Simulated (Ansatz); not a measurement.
# CCSD(T)/aug-cc-pVTZ run of H2O (water)

Aim: the electronic atomisation energy of H2O (water) at CCSD(T)/aug-cc-pVTZ, from 3 runs. 

Program for the calculation: Ansatz 0.2.0.

24 further runs of the same task are left out: 24 set aside as unsound or not needed.

**1. The molecule**

H2O has 3 atoms, charge 0, and is taken as a singlet. SMILES: `O`. The shape is that of a PBE0-D4/def2-TZVP optimisation.

Bond lengths: O1–H2 0.960 Å, O1–H3 0.960 Å. Angles: H2–O1–H3 105.1°.

**2. A single-point energy at CCSD(T)/aug-cc-pVTZ**

Contents of molecule.yaml:

```yaml
basis:
  gaussian: {orbitals: aug-cc-pVTZ}
crystal:
  periodic: [false, false, false]
  atoms:
    - symbol: O
      position_ang: [-0.302700, 0.200200, -0.140600]
    - symbol: H
      position_ang: [0.466500, 0.548400, 0.315300]
    - symbol: H
      position_ang: [-0.163800, -0.748600, -0.174700]
correlation: {method: ccsd_t, frozen_orbitals: {H: 0, O: 1}}
accuracy: high
scf: {omitted_lower_state_checks: [cluster_reference, increment]}
```

Started as:

```sh
$ ansatz run molecule.yaml --threads 1 --pin off --max-ram 3480MiB --events-out events.jsonl --progress --plain --runs-dir runs
```

Log:

```text
Warning: RAYON_NUM_THREADS=1 ignored (pool sized by the plan → 1); use --threads N
[... 11 lines left out ...]
1 core orbitals not correlated: weight in the atoms' cores, before any rotation towards them, 1.000 or more for the frozen orbitals, at most 0.000 for the correlated occupied ones
[... 24 lines left out ...]
Total energy: -2077.37989296 eV, -76.3423029677 hartree
Checks for a lower state left out: cluster_reference, increment
```

It took 3 s on 1 thread of Arm Neoverse V2, shared host; peak memory 0.46 GiB.

**3. The H atom: the energy at UHF/aug-cc-pVTZ**

Contents of in.yaml:

```yaml
basis:
  gaussian: {orbitals: aug-cc-pVTZ}
crystal:
  periodic: [false, false, false]
  atoms:
    - {symbol: H, position_ang: [0.000000, 0.000000, 0.000000]}
magnetization: {spin_polarized: true, initial_magnetization: 1}
hamiltonian: {xc: hf}
accuracy: high
```

Run the same way, it converges to -0.49982 Eh (log not shown).

**4. The O atom at the same level**

Contents of molecule.yaml:

```yaml
crystal:
  periodic: [false, false, false]
  atoms:
    - {symbol: O, position_ang: [0.000000, 0.000000, 0.000000]}
basis:
  gaussian:
    orbitals: aug-cc-pVTZ
magnetization:
  spin_polarized: true
  initial_magnetization: 2
correlation:
  method: ccsd_t
  frozen_orbitals: {O: 1}
accuracy: high
scf:
  omitted_lower_state_checks: [cluster_reference, increment]
```

Run the same way, it converges to -74.97895 Eh (log not shown).

**5. Outcome**

Level: CCSD(T)/aug-cc-pVTZ, 1 core orbital frozen.

| quantity | value |
| --- | --- |
| molecule: total energy | -76.34230 Eh |
| molecule: correlation energy (1 core orbital frozen) | -281.8 mEh |
| molecule: (T) correction | -8.64 mEh |
| molecule: T1 diagnostic | 0.010 |
| H atom: total energy | -0.49982 Eh |
| H atom: ⟨S²⟩ | 0.750 |
| O atom: total energy | -74.97895 Eh |
| O atom: correlation energy (1 core orbital frozen) | -166.0 mEh |
| O atom: (T) correction | -3.43 mEh |
| O atom: ⟨S²⟩ of the reference determinant | 2.009 |
| O atom: T1 diagnostic | 0.008 |
| electronic atomisation energy | 9.897 eV |

Taking the molecule apart into free atoms costs 9.90 eV (955 kJ/mol), before zero-point energy and without spin-orbit coupling. The triples (molecule) make up 3.1 % of the correlation energy. The triples (O atom) make up 2.1 % of the correlation energy.
